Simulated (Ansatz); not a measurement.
Crystal: LuAs.

```xyz
2
Lattice="0.0000 2.8382 2.8382 2.8382 0.0000 2.8382 2.8382 2.8382 0.0000" Properties=species:S:1:pos:R:3 pbc="T T T"
Lu    2.8382    2.8382    2.8382
As    0.0000    0.0000    0.0000
```

The cell is a database's computed one.

| Quantity | Value |
| --- | --- |
| Program | Ansatz 0.2.0 |
| Task | relaxation of cell and atoms |
| Functional | RPBE |
| Potentials or basis | Ansatz PAW |
| Cutoff | 420 eV (not typed: the program's choice for these potentials) |
| k mesh | 8 × 8 × 8 |
| Occupations | fermi-dirac, width 0.05 eV |
| Spin | no spin polarisation |

At the start: volume 22.86 Å³/atom.

**Question.** How do energy, volume and symmetry change on relaxing?

**Answer.** It ends after 3 steps and the volume is 23.84 Å³/atom (+4.3 %); space group Fm-3m (No. 225, to 0.05 Å).

The path:
| step | energy change (eV) | largest force (eV/Å) | volume (Å³) |
| --- | --- | --- | --- |
| 1 | 0.0000 | 0.0000 | 45.73 |
| 2 | -0.0185 | 0.0000 | 47.67 |
| 3 | -0.0190 | 0.0000 | 47.67 |

Final structure:
```
Lu As
1.0
     0.00000    2.87796    2.87796
     2.87796    0.00000    2.87796
     2.87796    2.87796    0.00000
Lu As
1 1
Direct
  0.50000 0.50000 0.50000
  0.00000 0.00000 0.00000
```

Caveat: the plane-wave basis is chosen anew once the cell has moved, so the energies of steps on either side of that aren't comparable; the PAW data sets come from PBE, with cores solved anew for the run's functional, which leaves a small shift of forces and pressure.
